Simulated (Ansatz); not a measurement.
**CH6GeOSi: basis-set convergence**

One table from this session's results is given with a row withheld; the runs are named, their logs left out.

Computed with Ansatz 0.2.0, Gaussian basis. Level: one geometry, several basis sets.

Levels to be run: PBE0-D4/def2-SVP; ωB97M-V/def2-SVP; PBE0-D4/def2-QZVPP; ωB97M-V/def2-QZVPP; the functionals' def2-TZVPP values are taken from earlier runs.

**Structure used throughout**

An earlier PBE0-D4 in a triple-zeta def2 set relaxation fixed the geometry.

SMILES `[CH3][GeH]1[O][SiH2]1`, 10 atoms, charge 0, spin multiplicity 1.

Atoms are counted from 1 here; the program's logs count them from 0.

Bond lengths: C1–Ge2 1.944 Å, C1–H5 1.089 Å, C1–H6 1.091 Å, C1–H7 1.091 Å, Ge2–O3 1.893 Å, Ge2–Si4 2.258 Å, Ge2–H8 1.540 Å, O3–Si4 1.652 Å, Si4–H9 1.485 Å, Si4–H10 1.486 Å. Angles: Ge2–C1–H5 110.1°, Ge2–C1–H6 110.2°, Ge2–C1–H7 109.1°, H5–C1–H6 109.2°, H5–C1–H7 109.3°, H6–C1–H7 108.9°, C1–Ge2–O3 108.9°, C1–Ge2–Si4 124.9°, C1–Ge2–H8 112.0°, O3–Ge2–Si4 45.9°, O3–Ge2–H8 108.0°, Si4–Ge2–H8 122.0°, Ge2–O3–Si4 78.8°, Ge2–Si4–O3 55.4°, Ge2–Si4–H9 123.6°, Ge2–Si4–H10 122.8°, O3–Si4–H9 117.0°, O3–Si4–H10 116.7° and more.

Coordinates:

```xyz
10
charge 0, multiplicity 1
C    -1.4632    0.3578   -0.9535
Ge   -0.3875   -0.3733    0.4913
O     1.2456   -1.0128   -0.2222
Si    1.7859    0.1149    0.8580
H    -0.9161    1.1490   -1.4646
H    -2.3967    0.7630   -0.5596
H    -1.6946   -0.4382   -1.6636
H    -1.0908   -1.5470    1.1991
H     2.5546   -0.3844    2.0268
H     2.4461    1.3196    0.2912
```

The first run:

File in.yaml:

```yaml
crystal:
  periodic: [false, false, false]
  atoms:
    - {symbol: C, position_ang: [-1.463236, 0.357781, -0.953528]}
    - {symbol: Ge, position_ang: [-0.387504, -0.373322, 0.491313]}
    - {symbol: O, position_ang: [1.245597, -1.012839, -0.222160]}
    - {symbol: Si, position_ang: [1.785876, 0.114918, 0.857956]}
    - {symbol: H, position_ang: [-0.916066, 1.148990, -1.464588]}
    - {symbol: H, position_ang: [-2.396730, 0.763039, -0.559561]}
    - {symbol: H, position_ang: [-1.694606, -0.438197, -1.663607]}
    - {symbol: H, position_ang: [-1.090839, -1.546964, 1.199089]}
    - {symbol: H, position_ang: [2.554580, -0.384361, 2.026821]}
    - {symbol: H, position_ang: [2.446126, 1.319557, 0.291163]}
basis:
  gaussian: {orbitals: def2-SVP}
hamiltonian: {xc: pbe0, dispersion: d4}
output: {orbitals: {seedname: orbitals}}
```

Among the steps run: PBE0-D4 in def2-SVP; ωB97M-V in def2-SVP; PBE0-D4 in def2-QZVPP; ωB97M-V in def2-QZVPP.

One of the session's tables, all rows but one given; the rest of the session is left out.

It belongs to the step «Density functionals: the series». 

```
functional       basis  HOMO (eV)
   PBE0-D4    def2-SVP      -6.69
   PBE0-D4  def2-TZVPP      -6.73
   PBE0-D4  def2-QZVPP      -6.76
   ωB97M-V    def2-SVP          ?
   ωB97M-V  def2-TZVPP      -8.78
   ωB97M-V  def2-QZVPP      -8.80
```

Q: Estimate the row for ωB97M-V, def2-SVP from the others.

The run gave: HOMO (eV): -8.71. In the column «HOMO (eV)» it lies between ωB97M-V, def2-TZVPP (-8.78) and PBE0-D4, def2-QZVPP (-6.76).
